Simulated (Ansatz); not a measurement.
The system is CrCu4NiSn2.

```xyz
8
Lattice="2.1811 1.2593 7.0835 -2.1811 1.2593 7.0835 0.0000 -2.5186 7.0835" Properties=species:S:1:pos:R:3 pbc="T T T"
Sn    0.0000    0.0000   15.9472
Sn    0.0000    0.0000    5.3032
Cu    0.0000    0.0000   18.5711
Cu    0.0000    0.0000    7.9978
Cu    0.0000    0.0000    2.6793
Cu    0.0000    0.0000   13.2525
Ni    0.0000    0.0000   10.6252
Cr    0.0000    0.0000    0.0000
```

The cell comes from a database or a generator and needn't be the stable form of this composition.

- Program: Ansatz 0.2.0
- Task: single point
- Functional: PBE
- Potentials or basis: Ansatz PAW
- Cutoff: 420 eV (not typed: the program's choice for these potentials)
- k mesh: 7 × 7 × 7
- Occupations: fermi-dirac, width 0.05 eV
- Spin: collinear spin, ferromagnetic start
- Starting moments: [0.0, 0.0, 0.6, 0.6, 0.6, 0.6, 1.0, 3.0] μB

On this cell: pressure 0.7 GPa; largest force 0.148 eV/Å; net moment 3.66 μB per cell; site moments Sn -0.03; Cu +0.01, +0.04; Ni +0.06; Cr +3.28 μB; band gap on the k mesh none (metal or under the smearing width).

The same run follows on a disturbed copy (atoms moved at random, drawn with an rms of 0.05 Å):

```
Sn Cu Ni Cr
1.0
     2.18113    1.25928    7.08346
    -2.18113    1.25928    7.08346
     0.00000   -2.51855    7.08346
Sn Cu Ni Cr
2 4 1 1
Direct
  0.73555 0.77039 0.74579
  0.25449 0.24201 0.25435
  0.88511 0.86457 0.86754
  0.37163 0.37821 0.37954
  0.11630 0.14530 0.10995
  0.63102 0.60735 0.62516
  0.51017 0.47484 0.51786
  0.00763 0.99510 0.00378
```

What changes?

The energy (extrapolated to zero smearing) moves by +7.7 meV/atom; pressure 1.1 GPa; largest force 0.508 eV/Å; net moment 3.65 μB per cell; site moments Sn -0.03; Cu +0.00, +0.05, +0.02, +0.04; Ni +0.06; Cr +3.22 μB; band gap on the k mesh none (metal or under the smearing width).

Forces in eV/Å, atoms in the order of the input:
```
Sn   0.340 -0.023 -0.241
Sn   0.146  0.107 -0.206
Cu   0.062 -0.205  0.191
Cu  -0.169  0.135  0.206
Cu  -0.004 -0.208  0.464
Cu  -0.124  0.019  0.116
Ni  -0.130  0.209 -0.090
Cr  -0.122 -0.034 -0.439
```

Stress tensor (GPa, compression positive):
```
 1.43 -0.30  0.48
-0.30  0.95 -0.13
 0.48 -0.13  1.02
```
